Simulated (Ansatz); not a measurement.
# C3H3ClFInO2: the cost of one run

The runs use Ansatz 0.2.0, Gaussian basis; r2SCAN/def2-SVP with D3(BJ) dispersion.

## Step 1: Structure used throughout

The structure was relaxed beforehand with PBE0-D4 in a triple-zeta def2 set. In takes the def2 core potential; no spin-orbit term is included.

SMILES `[F][In-]1([Cl])[O]C=CC=[O+]1`, 11 atoms, charge 0, spin multiplicity 1.

Atoms are counted from 1 here; the program's logs count them from 0.

Bond lengths: F1–In2 1.935 Å, In2–Cl3 2.296 Å, In2–O4 2.103 Å, In2–O8 2.103 Å, O4–C5 1.265 Å, C5–C6 1.391 Å, C5–H9 1.096 Å, C6–C7 1.391 Å, C6–H10 1.082 Å, C7–O8 1.265 Å, C7–H11 1.096 Å. Angles: F1–In2–Cl3 122.9°, F1–In2–O4 106.9°, F1–In2–O8 106.9°, Cl3–In2–O4 112.6°, Cl3–In2–O8 112.6°, O4–In2–O8 89.9°, In2–O4–C5 123.8°, O4–C5–C6 128.4°, O4–C5–H9 114.7°, C6–C5–H9 116.9°, C5–C6–C7 125.8°, C5–C6–H10 117.1°, C7–C6–H10 117.1°, C6–C7–O8 128.4°, C6–C7–H11 116.9°, O8–C7–H11 114.7°, In2–O8–C7 123.8°.

Coordinates:

```
atom    x (Å)    y (Å)    z (Å)
  F1  -1.6671  -2.7450  -0.2743
 In2  -0.8462  -1.2405  -1.1715
 Cl3  -0.8954  -0.9688  -3.4513
  O4  -1.4478   0.4908  -0.1394
  C5  -0.6875   1.1558   0.6228
  C6   0.6508   0.9244   0.9230
  C7   1.4281  -0.1162   0.4254
  O8   1.0903  -1.0351  -0.3762
  H9  -1.1605   2.0231   1.0983
 H10   1.1294   1.6149   1.6042
 H11   2.4713  -0.1604   0.7594
```

## Step 2: Dynamics

File in.yaml:

```yaml
crystal:
  periodic: [false, false, false]
  atoms:
    - {symbol: F, position_ang: [-1.667125, -2.745007, -0.274325]}
    - {symbol: In, position_ang: [-0.846190, -1.240454, -1.171485]}
    - {symbol: Cl, position_ang: [-0.895372, -0.968804, -3.451257]}
    - {symbol: O, position_ang: [-1.447830, 0.490841, -0.139403]}
    - {symbol: C, position_ang: [-0.687541, 1.155819, 0.622804]}
    - {symbol: C, position_ang: [0.650759, 0.924432, 0.923032]}
    - {symbol: C, position_ang: [1.428124, -0.116152, 0.425441]}
    - {symbol: O, position_ang: [1.090267, -1.035095, -0.376188]}
    - {symbol: H, position_ang: [-1.160452, 2.023060, 1.098262]}
    - {symbol: H, position_ang: [1.129409, 1.614862, 1.604210]}
    - {symbol: H, position_ang: [2.471348, -0.160403, 0.759408]}
basis:
  gaussian: {orbitals: def2-SVP}
hamiltonian: {xc: {name: r2SCAN}, dispersion: d3bj}
md: {timestep: 1 fs, n_steps: 20, ensemble: nve, temperature: 500, initial_velocities: maxwell_boltzmann, seed: 140}
```

Launch:

```sh
$ ansatz run in.yaml --threads 2 --pin off --events-out ev --progress --plain --max-ram 32768MiB --backend cpu
```

Q: Estimate wall time and peak memory on 2 threads of AMD EPYC 7R13, shared host.

About 2.2 min, with a peak of 0.28 GiB.
